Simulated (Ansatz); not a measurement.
# GdIn: the cost of one run

Program: Ansatz 0.2.0. Level of theory: DFT, at the levels named in each step. These are calculated values, not measurements.

### 1 The structure to begin with

Symmetry: Pm-3m, No. 221, cubic system. The conventional cell has a = 3.830 Å, b = 3.830 Å, c = 3.830 Å, α = 90.00°, β = 90.00°, γ = 90.00°. Around Gd (site symmetry m-3m) lie 8 In at 3.32 Å. Around In (site symmetry m-3m) lie 8 Gd at 3.32 Å.

Structure file:

```
CELL_PARAMETERS angstrom
3.83000 0.00000 0.00000
0.00000 3.83000 0.00000
0.00000 0.00000 3.83000
ATOMIC_POSITIONS crystal
Gd 0.00000 0.00000 0.00000
In 0.50000 0.50000 0.50000
```

Atoms are numbered in the order of the input: Gd1, In2.

### 2 No U, PAW

input.yaml

```yaml
crystal:
  lattice:
    - [3.83, 0.0, 0.0]
    - [0.0, 3.83, 0.0]
    - [0.0, 0.0, 3.83]
  atoms:
    - { symbol: Gd, position: [0.0, 0.0, 0.0], spin: 7.0 }
    - { symbol: In, position: [0.5, 0.5, 0.5] }
magnetization:
  spin_polarized: true
kpoints:
  mp_grid: { grid: [10, 10, 10] }
scf:
  occupations: { method: fermi_dirac, width: 0.03 }
hamiltonian:
  xc: lda
  pseudopotentials: { kind: paw }
output:
  forces: true
  stress: true
  eigenvalues: true
  hubbard: { sites: [{ species: Gd, l: f }] }
  populations: true
```

The run is started by

```sh
> ansatz run input.yaml --threads 1 --pin off --max-ram 3072MiB --backend cpu --events-out ev --progress --plain --runs-dir out
```

**Question.** How long does this run take on 1 thread of Arm Neoverse V1, shared host, and how much memory does it need?

About 15 s, with a peak of 0.45 GiB.
